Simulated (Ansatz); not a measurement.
I need a single point from an input written key by key of CH₆GeO₂, SMILES [CH3][GeH]([OH])[OH]. Use Ansatz 0.2.0 through its Python package. Level of theory: Hartree-Fock, def2-SVP basis, multiplicity 1.

Input file `input.yaml`:
```yaml
crystal:
  periodic: [false, false, false]
  atoms:
    - { symbol: C, position_ang: [-1.3202, 0.3126, -0.166] }
    - { symbol: Ge, position_ang: [0.4955, -0.011, 0.2188] }
    - { symbol: O, position_ang: [0.5705, -1.3155, 1.4205] }
    - { symbol: O, position_ang: [1.4136, -0.5033, -1.28] }
    - { symbol: H, position_ang: [-1.8448, -0.5662, -0.5978] }
    - { symbol: H, position_ang: [-1.8896, 0.686, 0.749] }
    - { symbol: H, position_ang: [-1.4069, 1.172, -0.9266] }
    - { symbol: H, position_ang: [1.2051, 1.2905, 0.7742] }
    - { symbol: H, position_ang: [1.576, -1.3921, 1.66] }
    - { symbol: H, position_ang: [1.2841, 0.2759, -1.8491] }
basis:
  gaussian: { orbitals: def2-SVP }
hamiltonian:
  xc: hf
output:
  forces: true
accuracy: medium
scf:
  lower_state_search: standard
```

The script, `ch6geo2.py`:
```python
"""Run CH6GeO2 from an input written out key by key."""

import ansatz as az
import numpy as np
import pandas as pd

session = az.Session.from_deck("input.yaml")
report = session.plan(threads=1).execute().report

for key in ("converged", "free_energy_ev", "reference_energy_ev", "n_frozen", "n_occupied", "n_virtual"):
    print(f"{key:22s} {report[key]}")
symbols = ["C", "Ge", "O", "O", "H", "H", "H", "H", "H", "H"]

forces = np.array(report["forces_ev_ang"])
print("largest force", round(float(np.linalg.norm(forces, axis=1).max()), 4), "eV/A, rms", round(float(np.sqrt((forces ** 2).mean())), 4))
charges = report["charge_distribution"]
table = pd.DataFrame({"atom": symbols, "mulliken": charges["mulliken_charges_e"], "lowdin": charges["lowdin_charges_e"]})
print(table.round(3).to_string())
print("dipole (e A):", np.round(charges["dipole_moment_e_ang"], 4) + 0.0)
```

```console
$ python ch6geo2.py
converged              True
free_energy_ev         -61662.9900945301
reference_energy_ev    -61662.9900945301
n_frozen               0
n_occupied             [30, 30]
n_virtual              [74, 74]
largest force 4.4741 eV/A, rms 1.4311
  atom  mulliken  lowdin
0    C    -0.398  -0.083
1   Ge     1.130   0.122
2    O    -0.627  -0.059
3    O    -0.610  -0.054
4    H     0.091   0.030
5    H     0.086   0.039
6    H     0.062   0.034
7    H    -0.176  -0.088
8    H     0.242   0.065
9    H     0.199  -0.007
dipole (e A): [-0.0645  0.5094 -0.056 ]
```

These settings explore the input space; basis and method may be short of convergence. The geometry is a force-field or estimated start, not a minimum of this method, and the basis set is short of its limit. The Löwdin charges here are taken after orthogonalising the functions within each atom; they differ from plain Löwdin charges, and their signs can be unphysical. It ran for 2.7 s on 1 thread of Arm Neoverse V1, with other jobs on the host, peak memory 0.29 GiB.
